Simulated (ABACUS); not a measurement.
## BiTe in ABACUS: convergence with pw diag thr

The system is BiTe.

```
CELL_PARAMETERS angstrom
0.00000 3.23500 3.23500
3.23500 0.00000 3.23500
3.23500 3.23500 0.00000
ATOMIC_POSITIONS crystal
Bi 0.00000 0.00000 0.00000
Te 0.50000 0.50000 0.50000
```

| Item | Value |
| --- | --- |
| Program | ABACUS 3.10.1 |
| Task | convergence study |
| Functional | LDA |
| Potentials or basis | PseudoDojo NC SR 0.4.1 LDA standard |
| Cutoff | 1129 eV |
| Density cutoff | 4517 eV |
| Basis | plane waves |
| k mesh | 6 × 6 × 6 |
| Occupations | methfessel-paxton, width 0.1 eV |
| Spin | no spin polarisation |

These are the settings of the first run; the series varies pw diag thr, with any setting tied to it.

Hardware: 4 MPI ranks on AMD EPYC 9R45 96-Core Processor (Zen 5) (shared host).

```csv
pw diag thr,"energy less the tightest run, at zero smearing (meV/atom)",SCF cycles,CPU time (s)
0.1 Ry,0.00,7,18
0.01 Ry,0.00,7,18
0.001 Ry,0.00,7,18
0.0001 Ry,0.00,7,17
1e-06 Ry,0.00,7,18
```

Against the tightest run, the energy stays within 1 meV/atom from 0.1 Ry on. The tightest run that finished is the yardstick and may itself not be fully converged.
